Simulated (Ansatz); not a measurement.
## Ag3F in Ansatz: the effect of target pressure

Ag3F:

```
Ag F
1.0
     0.00000    3.21609    3.21609
     3.21609    0.00000    3.21609
     3.21609    3.21609    0.00000
Ag F
3 1
Direct
  0.25000 0.25000 0.25000
  0.75000 0.75000 0.75000
  0.50000 0.50000 0.50000
  0.00000 0.00000 0.00000
```

The cell was built by a generator and needn't be a form met in nature.

Alike in all runs:

* Program: Ansatz 0.2.0
* Task: relaxation of cell and atoms
* Functional: PBE
* Potentials or basis: Ansatz PAW
* Cutoff: 420 eV (not typed: the program's choice for these potentials)
* k mesh: 5 × 5 × 5
* Occupations: fermi-dirac, width 0.05 eV
* Spin: no spin polarisation

Each run relaxes the cell or the atoms first.

```csv
target pressure,target pressure,relaxed volume (Å³/atom)
2 GPa,2 GPa,16.21
5 GPa,5 GPa,?
10 GPa,10 GPa,15.05
20 GPa,20 GPa,14.09
30 GPa,30 GPa,13.40
```

What does the run with target pressure 5 GPa give?

Relaxed volume 15.71 Å³/atom.

Worked out: In Murnaghan's law V^(-B') rises as a straight line in P. The other rows fit best with B' = 4.8, V0 = 16.59 Å³/atom and B0 = 80 GPa, which gives 15.72 Å³/atom at 5 GPa, against the run's 15.71.

Caveats: the plane-wave basis is chosen anew once the cell has moved, so the energies of steps on either side of that aren't comparable; the volume moved by over 15 % at a fixed basis, so the end points are rough (some runs).
